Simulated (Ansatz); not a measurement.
This script for Ansatz 0.2.0, Python API starts 2 runs on HZn (charge -1). What input does the engine get in each?

Script `run_x2c.py`:
```python
# -*- coding: utf-8 -*-
"""HZn(-) with and without the spin-free two-component Hamiltonian."""

import ansatz as az
import numpy as np

FUNCTIONAL = "pbe"
NET_CHARGE = -1

system = (
    az.Crystal.molecule()
    .atom("Zn", (0.0, 0.0, 0.0))
    .atom("H", (0.0, 0.0, 1.61))
)

setup = system.calculation().functional(FUNCTIONAL).charge(NET_CHARGE).forces()
# a set contracted for a scalar-relativistic Hamiltonian goes with the relativistic run
sets = {"none": "cc-pVTZ", "scalar": "cc-pVTZ-DK"}
found = {kind: setup.basis(gaussian=basis).pseudopotentials(relativity=kind).run().report for kind, basis in sets.items()}
for kind, each in found.items():
    dipole = 4.803205 * np.linalg.norm(each["charge_distribution"]["dipole_moment_e_ang"])
    print(f"{kind:7s} E = {each['free_energy_ev']:.4f} eV  dipole {dipole:.3f} D  largest force component {np.abs(each['forces_ev_ang']).max():.4f} eV/A")
print(f"relativity lowers the total energy by {found['none']['free_energy_ev'] - found['scalar']['free_energy_ev']:.3f} eV")
```

Run 1:
```yaml
crystal:
  periodic: [false, false, false]
  atoms:
    - { symbol: Zn, position_ang: [0.0, 0.0, 0.0] }
    - { symbol: H, position_ang: [0.0, 0.0, 1.61] }
basis:
  gaussian:
    orbitals: cc-pVTZ
hamiltonian:
  xc: pbe
  pseudopotentials:
    relativity: none
total_charge: -1.0
output:
  forces: true
```

Run 2, against run 1:
```diff
-    orbitals: cc-pVTZ
+    orbitals: cc-pVTZ-DK
-    relativity: none
+    relativity: scalar
```

```console
$ python run_x2c.py
none    E = -48428.9059 eV  dipole 1.802 D  largest force component 1.1922 eV/A
scalar  E = -48878.2660 eV  dipole 1.654 D  largest force component 1.1103 eV/A
relativity lowers the total energy by 449.360 eV
```

What to keep in mind:
- Total energies depend on the basis set; only differences at equal settings carry meaning.
- The geometry is a force-field or estimated start, not a minimum of this method. The basis set changes with the Hamiltonian (a set recontracted for scalar relativity), and most of the change in the total lies in the cores.
- An ion's dipole depends on the origin; the program takes it about the centre of nuclear charge.
- Anions want diffuse functions, which this basis lacks.
- Timing: 3 s on 1 thread of Arm Neoverse V1, with other jobs on the host, peak memory 0.19 GiB.
